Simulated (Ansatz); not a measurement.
# Ti, space group P6/mmm: a frozen displacement of one atom

Computed with Ansatz 0.2.0 through its Python package.

The script reads `ti.xyz`:
```text
3
Lattice="4.6 0.0 0.0 -2.3 3.98371686 0.0 0.0 0.0 2.82" Properties=species:S:1:pos:R:3 pbc="T T T"
Ti    0.00000000    0.00000000    0.00000000
Ti   -0.00000000    2.65581124    1.41000000
Ti    2.30000000    1.32790562    1.41000000
```

Typed at the interpreter:
```pycon
>>> import ansatz as az
>>> import numpy as np
>>> config = {
...     "filling": "fermi_dirac",
...     "smearing_width": 0.1,
...     "kgrid": (8, 8, 12),
... }
>>> system = az.Crystal.from_extxyz("ti.xyz")
>>> system.resolved().sites[-1]
Site(symbol='Ti', position=(0.6666666666666666, 0.3333333333333333, 0.5), moment=None, axis=None, held=None, saved=None)
>>> inverse = np.linalg.inv(np.array(system.lattice.vectors))
>>> home = np.array(system.sites[1].position)
>>> values = np.linspace(-0.1, 0.1, 5)
>>> energies, pulls = [], []
>>> for shift in values:
...     moved = system.move(1, to=home + shift * inverse[1])
...     base = (
...         moved.calculation()
...         .occupations(config["filling"], width=config["smearing_width"])
...         .basis(24 * az.Ha)
...         .kpoints(*config["kgrid"])  # the mesh must be finer for metals
...         .functional(az.Functional.R2SCAN)
...         .forces()  # minus the gradient of the free energy
...     )
...     report = base.run(threads=1).report
...     energies.append(report["free_energy_ev"])
...     pulls.append(report["forces_ev_ang"][1][1])
...
>>> # the force is minus the slope of the free energy
>>> print("shift (A)   dE (eV)   force along y (eV/A)")
shift (A)   dE (eV)   force along y (eV/A)
>>> for shift, e, f in zip(values, energies, pulls):
...     print(f"{shift:8.3f} {e - energies[2]:10.5f} {f:12.4f}")
...
  -0.100    0.01727       0.3424
  -0.050    0.00440       0.1736
   0.000    0.00000       0.0000
   0.050    0.00474      -0.1941
   0.100    0.01995      -0.4206
>>> print(f"stiffness from energies {2 * np.polyfit(values, energies, 2)[0]:.3f}, from forces {-np.polyfit(values, pulls, 1)[0]:.3f} eV/A^2")
stiffness from energies 3.731, from forces 3.787 eV/A^2
```

The curvature of the energy gives 3.731 eV/Å² and the slope of the force 3.787 eV/Å², a positive curvature.

What to keep in mind:
- In a metal a curvature from energy changes of a few meV or less hangs on mesh and smearing, in size and even in sign.
- This isn't the structure that Ti takes at ambient conditions.
- All periodic images of the atom move with it, so the curvature is one diagonal element of the zone-centre force constants and no normal mode; a positive value doesn't exclude soft modes in which several atoms move.
- Run time: 4 min on 1 thread of Arm Neoverse V2, on a shared host, peak memory 0.68 GiB.
